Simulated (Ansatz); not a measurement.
BrHInO, SMILES [OH][In][Br], a ladder of methods at one geometry

Program: the Python package of Ansatz (0.2.0).

`brhino.xyz`
```text
4

O    -0.62350   -0.49780   -0.14570
In    0.00210    1.05640   -0.23530
Br    1.96780   -0.05280   -0.17460
H    -1.29090   -0.56600    0.53530
```

At the Python prompt:
```pycon
>>> from dataclasses import dataclass
>>> import ansatz as az
>>> @dataclass(frozen=True)
... class RunConfig:
...     basis_set: str = 'def2-SVP'
...
>>> settings = RunConfig()
>>> mol = az.Crystal.molecule_from_extxyz('brhino.xyz')
>>> setup = (
...     mol.calculation()
...     .basis(gaussian=settings.basis_set)
...     .spin('collinear', total=1)
... )
>>> methods = ['mp2', 'ccsd', 'ccsd_t']
>>> batch = az.Session.batch([setup.correlation(m).input() for m in methods])
>>> reports = sorted(batch.plan().execute().molecular_reports, key=lambda each: each['member'])

>>> print(f'Hartree-Fock reference {reports[0]["reference_energy_ev"] / 27.211386246:.6f} Ha')
Hartree-Fock reference -2836.617710 Ha
>>> best = reports[-1]['free_energy_ev'] - reports[-1]['reference_energy_ev']
>>> for method, each in zip(methods, reports):
...     gained = each['free_energy_ev'] - each['reference_energy_ev']
...     print(f'{method:8s} total {each["free_energy_ev"] / 27.211386246:.6f} Ha  correlation {gained:9.4f} eV  ({100 * gained / best:.1f} % of the last)')
...
mp2      total -2837.105751 Ha  correlation  -13.2803 eV  (96.0 % of the last)
ccsd     total -2837.113947 Ha  correlation  -13.5033 eV  (97.7 % of the last)
ccsd_t   total -2837.125845 Ha  correlation  -13.8270 eV  (100.0 % of the last)
```

Reading the output:
- Total energies depend on the basis set; only differences at equal settings carry meaning.
- The geometry is a force-field or estimated start, not a minimum of this method, and the basis set is short of its limit. A lower total doesn't mark the better method: functionals have no common bound, and MP2 and coupled cluster aren't variational.
- def2 sets replace the cores of elements past krypton by effective core potentials.
- The species is open-shell (spin multiplicity 2).
- Inner cores stay frozen; a filled d shell under the valence of the heavier atoms is correlated with it.

(Lines on the test bed's own set-up are left out of the output.)
